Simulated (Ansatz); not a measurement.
# In3SbAs2: the cell at several levels of theory

Aim: relax In3SbAs2, ordered on the zincblende lattice (I-4m2) with 6 atoms a cell with PBE and r2SCAN and see how far the functionals disagree on the cell. This is a trial cell built on a prototype, not taken from a measured structure, and it needn't be the compound's ground state.

The runs shown are made with Ansatz 0.2.0. PAW datasets, plane waves, zero pressure. These are computed values for a spin-unpolarised cell that may be hypothetical; none is a measurement.

**1. The system as given**

It is tetragonal, I-4m2 (No. 119); a = 4.319 Å, c = 18.322 Å in the conventional setting, 28.48 Å³ an atom. As has 4 In at 2.64 Å; In has 4 As at 2.64 Å; In has 2 Sb at 2.64 Å and 2 As at 2.64 Å; Sb has 4 In at 2.64 Å.

Coordinates:

```
As In Sb
1.0
    -2.15928    2.15928    9.16105
     2.15928   -2.15928    9.16105
     2.15928    2.15928   -9.16105
As In Sb
2 3 1
Direct
  0.16667 0.16667 0.00000
  0.83333 0.83333 0.00000
  0.75000 0.25000 0.50000
  0.41667 0.91667 0.50000
  0.08333 0.58333 0.50000
  0.50000 0.50000 0.00000
```

**2. PBE: cell and atoms**

The input, input.yaml:

```yaml
crystal:
  lattice:
    - [-2.1592796414, 2.1592796414, 9.1610476613]
    - [2.1592796414, -2.1592796414, 9.1610476613]
    - [2.1592796414, 2.1592796414, -9.1610476613]
  atoms:
    - { symbol: As, position: [0.1666666667, 0.1666666667, 0.0] }
    - { symbol: In, position: [0.75, 0.25, 0.5] }
    - { symbol: As, position: [0.8333333333, 0.8333333333, 0.0] }
    - { symbol: In, position: [0.4166666667, 0.9166666667, 0.5] }
    - { symbol: Sb, position: [0.5, 0.5, 0.0] }
    - { symbol: In, position: [0.0833333333, 0.5833333333, 0.5] }
kpoints:
  mp_grid: { grid: [8, 8, 8] }
hamiltonian:
  xc: pbe
scf:
  occupations: { method: fermi_dirac, width: 0.02 }
relax:
  f_tol: 0.005
  cell: {}
```

The run is started by

```
> ansatz run input.yaml --threads 4 --pin off --max-ram 6451MiB --backend cpu --events-out ev --progress --plain --runs-dir out
```

The runs that follow: Relaxation with r2SCAN.

Q: Predict the outcome of this session. Wanted: for each run, a; c; volume; space group; SCF geometries.

As calculated:

```
 level  a (Å)   c (Å)  volume (Å³/atom)  space group  SCF geometries
   PBE  4.485  18.991            31.829        I-4m2               6
r2SCAN  4.429  18.760            30.661        I-4m2               6
```

In words: The first relaxation changed the volume by +11.8 % from the start. The volume runs from r2SCAN (least) to PBE (most), a spread of 3.8 %, or 1.3 % in length if all axes shared it alike.
